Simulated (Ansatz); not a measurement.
# C3H5ClSi: small, medium and large basis sets

One table from this session's results is given with a row withheld; the runs are named, their logs left out.

The runs use Ansatz 0.2.0, Gaussian basis; one geometry, several basis sets.

Levels to be run: PBE0-D4/def2-SVP; ωB97M-V/def2-SVP; PBE0-D4/def2-QZVPP; ωB97M-V/def2-QZVPP; the functionals' def2-TZVPP values are taken from earlier runs.

## The geometry

The geometry comes from an earlier relaxation with PBE0-D4 in a triple-zeta def2 set; it is a stationary point, not always the lowest conformer.

SMILES `ClCC1=C[SiH2]1`, 10 atoms, charge 0, spin multiplicity 1.

Atoms are counted from 1 here; the program's logs count them from 0.

Bond lengths: Cl1–C2 1.786 Å, C2–C3 1.474 Å, C2–H6 1.091 Å, C2–H7 1.091 Å, C3–C4 1.332 Å, C3–Si5 1.809 Å, C4–Si5 1.809 Å, C4–H8 1.084 Å, Si5–H9 1.483 Å, Si5–H10 1.481 Å. Angles: Cl1–C2–C3 111.6°, Cl1–C2–H6 106.5°, Cl1–C2–H7 107.0°, C3–C2–H6 110.4°, C3–C2–H7 112.1°, H6–C2–H7 109.1°, C2–C3–C4 136.9°, C2–C3–Si5 154.7°, C4–C3–Si5 68.4°, C3–C4–Si5 68.4°, C3–C4–H8 135.6°, Si5–C4–H8 156.0°, C3–Si5–C4 43.2°, C3–Si5–H9 121.9°, C3–Si5–H10 121.2°, C4–Si5–H9 121.6°, C4–Si5–H10 121.2°, H9–Si5–H10 111.7°.

The first run:

in.yaml

```yaml
crystal:
  periodic: [false, false, false]
  atoms:
    - {symbol: Cl, position_ang: [-0.564616, 2.358336, 1.161686]}
    - {symbol: C, position_ang: [-1.019447, 0.642571, 0.960365]}
    - {symbol: C, position_ang: [-0.120266, -0.049706, 0.019659]}
    - {symbol: C, position_ang: [-0.245500, -0.904145, -0.994009]}
    - {symbol: Si, position_ang: [1.488941, -0.500338, -0.673870]}
    - {symbol: H, position_ang: [-0.956792, 0.188018, 1.950078]}
    - {symbol: H, position_ang: [-2.056717, 0.624911, 0.623876]}
    - {symbol: H, position_ang: [-1.071867, -1.387251, -1.502092]}
    - {symbol: H, position_ang: [2.395160, -1.455565, 0.008082]}
    - {symbol: H, position_ang: [2.234104, 0.432170, -1.550773]}
basis:
  gaussian: {orbitals: def2-SVP}
hamiltonian: {xc: pbe0, dispersion: d4}
output: {orbitals: {seedname: orbitals}}
```

Among the steps run: PBE0-D4 in def2-SVP; ωB97M-V in def2-SVP; PBE0-D4 in def2-QZVPP; ωB97M-V in def2-QZVPP.

One of the session's tables, all rows but one given; the rest of the session is left out.

It belongs to the step «Density functionals: the series». 

| functional | basis | HOMO (eV) |
| --- | --- | --- |
| PBE0-D4 | def2-SVP | -7.64 |
| PBE0-D4 | def2-TZVPP | -7.65 |
| PBE0-D4 | def2-QZVPP | -7.67 |
| ωB97M-V | def2-SVP | -9.77 |
| ωB97M-V | def2-TZVPP | -9.81 |
| ωB97M-V | def2-QZVPP | ? |

Estimate the missing values for ωB97M-V, def2-QZVPP.

The run gave: HOMO (eV): -9.83. In the column «HOMO (eV)» it is the lowest.
